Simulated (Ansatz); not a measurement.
**Ta4O: tests of the settings**

This session on Ta4O sets out to test the k-point mesh.

Program: Ansatz 0.2.0. Level of theory: DFT PBEsol, scalar-relativistic, plane waves, PAW. These are calculated values, not measurements.

1 further run of the same task is left out (set aside as unsound or not needed).

## Step 1: The starting structure

Symmetry: P4/mmm, No. 123, tetragonal system. The conventional cell has a = 3.257 Å, b = 3.257 Å, c = 7.409 Å, α = 90.00°, β = 90.00°, γ = 90.00°. Ta (site symmetry 4/mmm) is surrounded by 4 O at 2.30 Å. Around Ta (site symmetry 4mm) lie 1 O at 2.10 Å. Ta (site symmetry 4/mmm) is surrounded by 8 Ta at 2.81 Å. O (site symmetry 4/mmm) is surrounded by 6 Ta at 2.10 to 2.30 Å.

As a file:

```xyz
5
Lattice="3.2575 0.0000 0.0000 0.0000 3.2575 0.0000 0.0000 0.0000 7.4093" Properties=species:S:1:pos:R:3 pbc="T T T"
Ta    0.0000    0.0000    3.7047
Ta    1.6287    1.6287    5.8027
Ta    1.6287    1.6287    1.6067
Ta    0.0000    0.0000    0.0000
O     1.6287    1.6287    3.7047
```

Source of the structure: the Materials Project (structure only). It is taken as it stands there.

## Step 2: The base input

input.yaml reads:

```yaml
crystal:
  lattice:
    - [3.257497, 0.0, 0.0]
    - [0.0, 3.257497, 0.0]
    - [0.0, 0.0, 7.409341]
  atoms:
    - { symbol: Ta, position: [0.0, 0.0, 0.5] }
    - { symbol: Ta, position: [0.5, 0.5, 0.783158] }
    - { symbol: Ta, position: [0.5, 0.5, 0.216842] }
    - { symbol: Ta, position: [0.0, 0.0, 0.0] }
    - { symbol: O, position: [0.5, 0.5, 0.5] }
basis:
  ecutwfc: 420
kpoints:
  mp_grid: { grid: [12, 12, 6] }
hamiltonian:
  xc: pbesol
scf:
  occupations: { method: gaussian, width: 0.1 }
output:
  forces: true
  stress: true
  eigenvalues: true
  populations: true
  write_density: true
  write_potential: true
  elf: true
  volumetric_format: npy
```

It was run beforehand and gave: -7957.4753 eV/atom at zero smearing, pressure -8.16 GPa, largest force 0.094 eV/Å, no gap on the mesh, in 8 SCF cycles and 27 s.

## Step 3: K-point mesh set to 1×1×1

input.yaml reads:

```yaml
crystal:
  lattice:
    - [3.257497, 0.0, 0.0]
    - [0.0, 3.257497, 0.0]
    - [0.0, 0.0, 7.409341]
  atoms:
    - { symbol: Ta, position: [0.0, 0.0, 0.5] }
    - { symbol: Ta, position: [0.5, 0.5, 0.783158] }
    - { symbol: Ta, position: [0.5, 0.5, 0.216842] }
    - { symbol: Ta, position: [0.0, 0.0, 0.0] }
    - { symbol: O, position: [0.5, 0.5, 0.5] }
basis:
  ecutwfc: 420
kpoints:
  mp_grid: { grid: [1, 1, 1] }
hamiltonian:
  xc: pbesol
scf:
  occupations: { method: gaussian, width: 0.1 }
output:
  forces: true
  stress: true
  eigenvalues: true
```

Run with:

```
> ansatz run input.yaml --threads 1 --pin off --max-ram 2560MiB --backend cpu --events-out ev --progress --plain --runs-dir out
```

## Step 4: K-point mesh: 2×2×1

Changes to input.yaml since step 3:

```diff
@@ -14,3 +14,3 @@
 kpoints:
-  mp_grid: { grid: [1, 1, 1] }
+  mp_grid: { grid: [2, 2, 1] }
 hamiltonian:
```

## Step 5: K-point mesh set to 4×4×1

Changes to input.yaml since step 4:

```diff
@@ -14,3 +14,3 @@
 kpoints:
-  mp_grid: { grid: [2, 2, 1] }
+  mp_grid: { grid: [4, 4, 1] }
 hamiltonian:
```

## Step 6: K-point mesh set to 4×4×2

Changes to input.yaml since step 5:

```diff
@@ -14,3 +14,3 @@
 kpoints:
-  mp_grid: { grid: [4, 4, 1] }
+  mp_grid: { grid: [4, 4, 2] }
 hamiltonian:
```

## Step 7: K-point mesh set to 6×6×2

Changes to input.yaml since step 6:

```diff
@@ -14,3 +14,3 @@
 kpoints:
-  mp_grid: { grid: [4, 4, 2] }
+  mp_grid: { grid: [6, 6, 2] }
 hamiltonian:
```

## Step 8: K-point mesh set to 6×6×4

Changes to input.yaml since step 7:

```diff
@@ -14,3 +14,3 @@
 kpoints:
-  mp_grid: { grid: [6, 6, 2] }
+  mp_grid: { grid: [6, 6, 4] }
 hamiltonian:
```

## Step 9: K-point mesh set to 8×8×4

Changes to input.yaml since step 8:

```diff
@@ -14,3 +14,3 @@
 kpoints:
-  mp_grid: { grid: [6, 6, 4] }
+  mp_grid: { grid: [8, 8, 4] }
 hamiltonian:
```

## Step 10: K-point mesh set to 10×10×4

Changes to input.yaml since step 9:

```diff
@@ -14,3 +14,3 @@
 kpoints:
-  mp_grid: { grid: [8, 8, 4] }
+  mp_grid: { grid: [10, 10, 4] }
 hamiltonian:
```

## Step 11: K-point mesh set to 10×10×6

Changes to input.yaml since step 10:

```diff
@@ -14,3 +14,3 @@
 kpoints:
-  mp_grid: { grid: [10, 10, 4] }
+  mp_grid: { grid: [10, 10, 6] }
 hamiltonian:
```

## Step 12: K-point mesh set to 14×14×6

Changes to input.yaml since step 11:

```diff
@@ -14,3 +14,3 @@
 kpoints:
-  mp_grid: { grid: [10, 10, 6] }
+  mp_grid: { grid: [14, 14, 6] }
 hamiltonian:
```

## Step 13: K-point mesh set to 16×16×8

Changes to input.yaml since step 12:

```diff
@@ -14,3 +14,3 @@
 kpoints:
-  mp_grid: { grid: [14, 14, 6] }
+  mp_grid: { grid: [16, 16, 8] }
 hamiltonian:
```

(Steps that only read results are left out.)

What results come out of these runs, taken together?

As calculated:

| quantity | value |
| --- | --- |
| k-point mesh: within 10 and 1 meV/atom of 16×16×8 from | 6×6×4 for 10; none of the others for 1 |

In words: The last step in the k-point mesh still changes the energy by 1.17 meV/atom: the series is not settled to 1 meV/atom. The gaps on the coarsest meshes are artefacts of sampling: the crystal is a metal on the dense ones. The error changes sign along the series, since a k mesh isn't variational, and a metal needs dense meshes to resolve its Fermi surface. Forces come within 0.01 eV/Å only at the reference itself. The listed cell is far from this method's equilibrium (-8.2 GPa, forces up to 0.09 eV/Å), so its values are not those of the relaxed crystal. These runs have no spin-orbit coupling; with Ta it would split and shift bands.
